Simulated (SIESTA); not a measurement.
Runs of SIESTA 5.4.2 on Ba2Tl5V3O12. Symmetry: C2, No. 5, monoclinic system. Conventional cell: a = 12.980 Å, b = 13.354 Å, c = 6.079 Å, α = 90.00°, β = 109.30°, γ = 90.00°. Ba (site symmetry 2) is surrounded by 6 O at 2.58 to 2.76 Å. Ba (site symmetry 2) has 8 O at 2.76 to 3.03 Å as nearest neighbours. V (site symmetry 1) is surrounded by 4 O at 1.72 to 1.75 Å. Around V (site symmetry 2) lie 4 O at 1.71 to 1.76 Å. Tl (site symmetry 1) is surrounded by 3 O at 2.57 to 2.74 Å. Around Tl (site symmetry 2) lie 4 O at 2.66 to 2.69 Å. Tl (site symmetry 1) has 3 O at 2.55 to 2.75 Å as nearest neighbours. O (site symmetry 1) is surrounded by 1 V at 1.75 Å. The cell was built by a generator and needn't be a form met in nature.

| task | level | U | hubbard projector method | U from the first cycle | broadening (eV) | window from (eV) | window to (eV) | gap on the mesh (eV) | pressure (GPa) | moment (μB) | largest force (eV/Å) |
| --- | --- | --- | --- | --- | --- | --- | --- | --- | --- | --- | --- |
| density of states | PBE+U | V d U = 6 eV | 1 | yes | 0.2 eV | -25 eV | 15 eV | (c) | 2.2 | 0.00 | 0.80 |
| single point | PBE | - | - | - | - | - | - | (a) | 1.1 | 0.00 | 0.36 |
| density of states | PBE+U | V d U = 2 eV | 1 | yes | 0.2 eV | -25 eV | 15 eV | 2.86 | 1.4 | 0.00 | 0.50 |
| density of states | PBE+U | V d U = 4 eV | 1 | yes | 0.2 eV | -25 eV | 15 eV | 2.89 | (b) | 0.00 | 0.64 |

Alike in all rows: potentials or basis PseudoDojo 0.4 standard (PBE files), DZP (energy shift 0.003 Ry; two zetas on semicore shells; d shell added on Ba); spin collinear, ferromagnetic start; cell as given; k mesh 3 × 3 × 5; smearing fermi-dirac 0.05 eV; grid cutoff 800 Ry; energy shift 0.003 Ry.

**Question.** Fill in the values left out.

**Answer.** (a) 2.83; (b) 1.8; (c) 2.91.

Caveats: this set's barium file shifts pressures by up to 1 GPa against other sets; spin-orbit coupling is left out, which as a rule narrows the gap of such compounds by several tenths of an eV; an odd mesh through Γ misses points on the zone boundary, where band edges often lie; the basis of atomic orbitals isn't converged, which shifts pressures, moduli and gaps.

A k mesh can miss the band edges, and the runs leave out spin-orbit coupling on Ba, Tl.

Not every run made on this cell is shown here.
